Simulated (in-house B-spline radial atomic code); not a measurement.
# Ru⁹⁺: ionisation energy by several methods

One table from this session's results is given with a row withheld; the runs are named, their logs left out.

Program: in-house B-spline radial atomic code version 1. Level of theory: scalar-relativistic (X2C), several functionals, spin-polarised; spherical all-electron atom at the radial basis limit. These are calculated values, not measurements, unless marked.

## What is computed

```
element       : ruthenium (Z = 44)
charge        : +9
electrons     : 35
configuration : [Ar] 3d10 4s2 4p5
nucleus       : Fermi, rms radius 4.481 fm
```

Outer shells as boxes (Hund's rule):

[Ar] 3d10 4s2 4p5
```
[Ar] core
3d [↑↓][↑↓][↑↓][↑↓][↑↓]
4s [↑↓]
4p [↑↓][↑↓][↑ ]
```

Where spins are not typed, each open shell is filled with up spins first.

The first run:

The run's settings:

```ini
Z = 44
electrons = 35.0
configuration = [Ar] 3d10 4s2 4p5
hamiltonian = x2c
method = m06l
spin_polarised = True
nucleus = fermi
rms_radius = 4.4809
mass_number = 102
atomic_mass = 101.904340312
speed_of_light = 137.035999084
```

Steps of the session up to this table: M06-L; PBE; AM05; PBEsol; LDA (VWN5); BP86.

One table of the session follows, with a row left open; its other results are not shown here.

```
    method  ΔSCF (eV)
LDA (VWN5)     200.59
       PBE     200.16
      AM05     200.24
    PBEsol          ?
      BP86     200.39
     M06-L     199.77
```

Q: Estimate the row for PBEsol from the others.

As computed: ΔSCF (eV): 200.20. In the column «ΔSCF (eV)» it lies between PBE (200.16) and AM05 (200.24).

Members of this set that are not shown: 12 used exact exchange with fractional occupations of an open shell, which is unsound here.

To keep in mind: Meta-GGA runs start from a PBE run whose iterations are not counted.
